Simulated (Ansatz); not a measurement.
# K8Mg8F24: the cost of one run

Program: Ansatz 0.2.0, PAW, plane waves. These are calculated values, not measurements.

## 1. Starting point

40 atoms (8 K, 8 Mg, 24 F); a = 7.983 Å, b = 7.983 Å, c = 7.983 Å, α = 90.00°, β = 90.00°, γ = 90.00°.

Plan of the steps: (2) PBEsol cell relaxation at the single k point (¼, ¼, ¼), on 1 × NVIDIA H100 80GB HBM3 with 2 threads of AMD EPYC 7R13; (3) HSE06 single point at the Γ point alone, on 1 × NVIDIA H100 80GB HBM3 with 2 threads of AMD EPYC 7R13; (4) r²SCAN single point at the Γ point alone, on 2 threads of AMD EPYC 7R13.

## 2. Relaxing cell and atoms with PBEsol

Contents of in.yaml:

```yaml
crystal:
  lattice:
    - [7.982544, 0.000000, 0.000000]
    - [0.000000, 7.982544, 0.000000]
    - [0.000000, 0.000000, 7.982544]
  atoms:
    - { symbol: K, position: [0.000000, 0.000000, 0.000000] }
    - { symbol: K, position: [0.000000, 0.000000, 0.500000] }
    - { symbol: K, position: [0.000000, 0.500000, 0.000000] }
    - { symbol: K, position: [0.000000, 0.500000, 0.500000] }
    - { symbol: K, position: [0.500000, 0.000000, 0.000000] }
    - { symbol: K, position: [0.500000, 0.000000, 0.500000] }
    - { symbol: K, position: [0.500000, 0.500000, 0.000000] }
    - { symbol: K, position: [0.500000, 0.500000, 0.500000] }
    - { symbol: Mg, position: [0.250000, 0.250000, 0.250000] }
    - { symbol: Mg, position: [0.250000, 0.250000, 0.750000] }
    - { symbol: Mg, position: [0.250000, 0.750000, 0.250000] }
    - { symbol: Mg, position: [0.250000, 0.750000, 0.750000] }
    - { symbol: Mg, position: [0.750000, 0.250000, 0.250000] }
    - { symbol: Mg, position: [0.750000, 0.250000, 0.750000] }
    - { symbol: Mg, position: [0.750000, 0.750000, 0.250000] }
    - { symbol: Mg, position: [0.750000, 0.750000, 0.750000] }
    - { symbol: F, position: [0.250000, 0.250000, 0.000000] }
    - { symbol: F, position: [0.250000, 0.250000, 0.500000] }
    - { symbol: F, position: [0.250000, 0.750000, 0.000000] }
    - { symbol: F, position: [0.250000, 0.750000, 0.500000] }
    - { symbol: F, position: [0.750000, 0.250000, 0.000000] }
    - { symbol: F, position: [0.750000, 0.250000, 0.500000] }
    - { symbol: F, position: [0.750000, 0.750000, 0.000000] }
    - { symbol: F, position: [0.750000, 0.750000, 0.500000] }
    - { symbol: F, position: [0.000000, 0.250000, 0.250000] }
    - { symbol: F, position: [0.000000, 0.250000, 0.750000] }
    - { symbol: F, position: [0.000000, 0.750000, 0.250000] }
    - { symbol: F, position: [0.000000, 0.750000, 0.750000] }
    - { symbol: F, position: [0.500000, 0.250000, 0.250000] }
    - { symbol: F, position: [0.500000, 0.250000, 0.750000] }
    - { symbol: F, position: [0.500000, 0.750000, 0.250000] }
    - { symbol: F, position: [0.500000, 0.750000, 0.750000] }
    - { symbol: F, position: [0.250000, 0.000000, 0.250000] }
    - { symbol: F, position: [0.250000, 0.000000, 0.750000] }
    - { symbol: F, position: [0.250000, 0.500000, 0.250000] }
    - { symbol: F, position: [0.250000, 0.500000, 0.750000] }
    - { symbol: F, position: [0.750000, 0.000000, 0.250000] }
    - { symbol: F, position: [0.750000, 0.000000, 0.750000] }
    - { symbol: F, position: [0.750000, 0.500000, 0.250000] }
    - { symbol: F, position: [0.750000, 0.500000, 0.750000] }
  symmetry: { detect: false }
kpoints:
  mp_grid: { grid: [1, 1, 1], shift: [0.25, 0.25, 0.25] }
hamiltonian:
  xc: pbesol
scf:
  occupations: { method: fermi_dirac, width: 0.01 }
relax:
  f_tol: 0.03
  max_steps: 80
  escape_saddle: false
  adjacent_minimum: "off"
  cell: { fix: [shape] }
output:
  forces: true
  eigenvalues: true
  populations: true
```

Run with:

```sh
ansatz run in.yaml --threads 2 --pin off --max-ram 20900MiB --runs-dir r --events-out ev --progress --plain --backend cuda --devices 0, --max-vram 18GiB
```

Q: Estimate wall time and peak memory on 1 × NVIDIA H100 80GB HBM3 with 2 threads of AMD EPYC 7R13, shared host.

About 4.5 s, with a peak of 1.3 GiB on the host.
